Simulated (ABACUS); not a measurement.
Crystal: Rh.

```
Rh
1.0
     2.73098    0.00000    0.00000
    -1.36549    2.36510    0.00000
     0.00000    0.00000    4.42849
Rh
2
Direct
  0.33333 0.66667 0.25000
  0.66667 0.33333 0.75000
```

This isn't the form of Rh at room conditions, which is fcc.

```yaml
Program: ABACUS 3.10.1
Task: single point
Functional: PBEsol
Potentials_or_basis: PseudoDojo NC SR 0.4.1 PBEsol standard
Cutoff: 1211 eV
Density_cutoff: 4844 eV
Basis: plane waves
k_mesh: 11 × 11 × 6
Occupations: fermi-dirac, width 0.05 eV
Spin: no spin polarisation
```

On this cell: pressure -13.5 GPa; largest force under 0.003 eV/Å; band gap on the k mesh none (metal or under the smearing width).

The same run follows on a disturbed copy (atoms moved at random, drawn with an rms of 0.05 Å):

```
Rh
1.0
     2.73098    0.00000    0.00000
    -1.36549    2.36510    0.00000
     0.00000    0.00000    4.42849
Rh
2
Direct
  0.32688 0.64637 0.24212
  0.66512 0.35005 0.76055
```

Q: What does the disturbed cell give?

A: The energy (extrapolated to zero smearing) moves by +23.5 meV/atom; pressure -12.1 GPa; largest force 0.807 eV/Å; band gap on the k mesh none (metal or under the smearing width).

Forces in eV/Å, atoms in the order of the input:
```
Rh  -0.157  0.329  0.719
Rh   0.157 -0.329 -0.719
```

Stress tensor (GPa, compression positive):
```
-11.38  -0.40  -0.46
 -0.40 -12.95   0.87
 -0.46   0.87 -12.11
```
